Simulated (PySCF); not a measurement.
# C2H6Yb (Yb(CH3)2+): the cost of one run

Program: PySCF 2.14.0. Level of theory: several levels, as the steps say, no spin–orbit coupling. These are calculated values, not measurements.

1 further run of the same task is left out (for a known fault of the program).

### Step 1. Starting geometry

9 atoms, charge 1, spin multiplicity 1.

Bond lengths: Yb1–C2 2.223 Å, Yb1–C6 2.223 Å, C2–H3 1.106 Å, C2–H4 1.107 Å, C2–H5 1.107 Å, C6–H7 1.106 Å, C6–H8 1.107 Å, C6–H9 1.107 Å. Angles: C2–Yb1–C6 100.4°, Yb1–C2–H3 114.5°, Yb1–C2–H4 110.9°, Yb1–C2–H5 109.7°, H3–C2–H4 107.4°, H3–C2–H5 107.8°, H4–C2–H5 106.2°, Yb1–C6–H7 114.5°, Yb1–C6–H8 110.9°, Yb1–C6–H9 109.7°, H7–C6–H8 107.4°, H7–C6–H9 107.8°, H8–C6–H9 106.2°.

Geometry (Å):

```xyz
9

Yb    0.0000    0.0000   -0.2154
C     1.7081    0.0170    1.2076
H     2.6888   -0.2085    0.7487
H     1.7959    1.0007    1.7083
H     1.5317   -0.7230    2.0113
C    -1.7081   -0.0170    1.2076
H    -2.6888    0.2085    0.7487
H    -1.7959   -1.0007    1.7083
H    -1.5317    0.7230    2.0113
```

Formal oxidation states: Yb +3. Each metal's 13 4f electrons lie in its core potential, so multiplicities, spins and levels count the valence alone. An earlier session relaxed this geometry at PBE0, Yb lcecp-1-SVP with ECP59, C def2-SVP, H def2-SVP (singlet, point group C2).

At PBE0 on the finer grid: E = -118.786591 Eh, HOMO -11.80 eV, LUMO -7.27 eV, Mulliken charge on Yb1 +1.21 e, largest force component 0.005 eV/Å. 

Levels to run: PBE; r2SCAN; PBE0, TZVP. Hardware: 2 threads of Arm Neoverse V2, shared host.

### Step 2. PBE

run.py (the lines that set the calculation) reads:

```python
mol = gto.M(atom='''
Yb     0.00000     0.00000    -0.21543
C      1.70814     0.01700     1.20760
H      2.68883    -0.20852     0.74868
H      1.79590     1.00068     1.70825
H      1.53168    -0.72296     2.01134
C     -1.70814    -0.01700     1.20760
H     -2.68883     0.20852     0.74868
H     -1.79590    -1.00068     1.70825
H     -1.53168     0.72296     2.01134''',
    basis={'Yb': 'lcecp-1-SVP', 'C': 'def2-SVP', 'H': 'def2-SVP'},
    ecp={'Yb': 'lcecp-1-SVP'},
    charge=1, spin=0)
mf = dft.RKS(mol, xc='PBE')
mf.grids.atom_grid = (75, 302)  # f atoms: unpruned, at least (60, 302)
mf = mf.density_fit()  # fitting sets: Yb AutoAux, C def2-universal-JKFIT, H def2-universal-JKFIT
mf.conv_tol = 1e-08; mf.max_cycle = 55
mf.kernel(dm0)  # dm0: the density of the relaxed state
```

Run with:

```sh
OMP_NUM_THREADS=2 python run.py
```

**Question.** How long does this run take on 2 threads of Arm Neoverse V2, shared host?

About 4.6 s.
